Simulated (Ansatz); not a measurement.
# CoF: the cost of one run

The runs use Ansatz 0.2.0, Gaussian basis; def2-QZVPP, core rule «outside noble gas», up to 10 orbitals frozen.

To be run: UHF; ROHF; CCSD(T) on UHF.

2 further runs of the same task are left out: 2 set aside as unsound or not needed.

**1. The system**

The geometry is a PBE0/def2-TZVP stationary point (not a proven minimum) of the parent state, kept for this charge and spin.

2 atoms, charge 1, spin multiplicity 2.

Atoms are counted from 1 here; the program's logs count them from 0.

Bond lengths: Co1–F2 1.746 Å.

**2. UHF**

in.yaml reads:

```yaml
crystal:
  periodic: [false, false, false]
  atoms:
    - {symbol: Co, position_ang: [0.000000, 0.000000, 0.000000]}
    - {symbol: F, position_ang: [0.000000, 0.000000, 1.746400]}
basis:
  gaussian: {orbitals: "def2-QZVPP.json"}
total_charge: 1
magnetization: {spin_polarized: true, initial_magnetization: 1}
hamiltonian: {xc: hf}
output: {orbitals: {seedname: orbitals}}
```

The run is started by

```bash
$ ansatz run in.yaml --threads 1 --pin off --events-out ev --progress --plain --max-ram 4096MiB --backend cpu
```

Q: Estimate wall time and peak memory on 1 thread of AMD EPYC 7R13, shared host.

About 58 s, with a peak of 0.47 GiB.
